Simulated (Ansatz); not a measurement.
NbSi:

```
Nb Si
1.0
     0.00000    2.57383    2.57383
     2.57383    0.00000    2.57383
     2.57383    2.57383    0.00000
Nb Si
1 1
Direct
  0.00000 0.00000 0.00000
  0.50000 0.50000 0.50000
```

The cell was built by a generator and needn't be a form met in nature.

Base run:

* Program: Ansatz 0.2.0
* Functional: LDA
* Potentials or basis: Ansatz PAW
* Cutoff: 420 eV (not typed: the program's choice for these potentials)
* k mesh: 9 × 9 × 9
* Occupations: fermi-dirac, width 0.05 eV
* Spin: no spin polarisation
* Hubbard terms: Nb d U = 5 eV

Its results: band gap on the k mesh none (metal or under the smearing width); pressure -4.9 GPa.

Task: The run is repeated on the same cell with these changes: hubbard terms from Nb d U = 5 eV to Nb d U = 6 eV. What comes out?

Result: Band gap on the k mesh none (metal or under the smearing width); pressure -3.7 GPa.

Caveats: U without spin polarisation on a metal has little footing; the PAW data sets come from PBE, with cores solved anew for the run's functional, which leaves a small shift of forces and pressure; the U is typed as a test and isn't derived for this compound; the density of states is complete only up to the lowest level of the last band computed.
